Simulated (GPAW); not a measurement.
Input of a GPAW 26.7.0 run:

Contents of run.py:

```python
from ase.io import read
from gpaw import PW
from gpaw.dft import DFT

atoms = read('MnHg.xyz')
atoms.set_initial_magnetic_moments([0.0, 4.0])

dft = DFT(atoms,
          mode=PW(600),
          xc='PBE',
          kpts={'size': (8, 8, 8), 'gamma': True},
          occupations={'name': 'fermi-dirac', 'width': 0.05},
          nbands=25,
          convergence={'density': 1e-05, 'energy': 1e-05},
          maxiter=150,
          txt='gpaw.txt')
print(f'Energy: {dft.calculate_energy():.6f} eV')
print('Forces (eV/A):')
print(dft.calculate_forces().round(4))
print('Stress (eV/A^3):', dft.calculate_stress().round(6))
print('Moments:', dft.magmoms()[1].round(3))
dft.write_gpw_file('gs.gpw')
```

MnHg.xyz

```xyz
2
Lattice="3.2880000000 0.0000000000 0.0000000000 0.0000000000 3.2880000000 0.0000000000 0.0000000000 0.0000000000 3.3130000000" Properties=species:S:1:pos:R:3 pbc="T T T"
Hg     0.0000000000      0.0000000000      0.0000000000
Mn     1.6440000000      1.6440000000      1.6565000000
```

Potentials or basis: GPAW PAW data sets (gpaw-data 1.2.1), pw.

Command:

```sh
$ OMP_NUM_THREADS=1 python run.py
```

Task: Predict the band gap on the k mesh.

Result: None (metal or under the smearing width).

Task: Predict the site moments.

Result: Hg -0.03; Mn +3.68 μB.

Task: Estimate the pressure.

Result: 2.2 GPa.

Stress tensor (GPa, compression positive):
```
2.16 0.00 0.00
0.00 2.16 0.00
0.00 0.00 2.26
```

Spin-orbit coupling is left out, which matters for the levels of Hg.
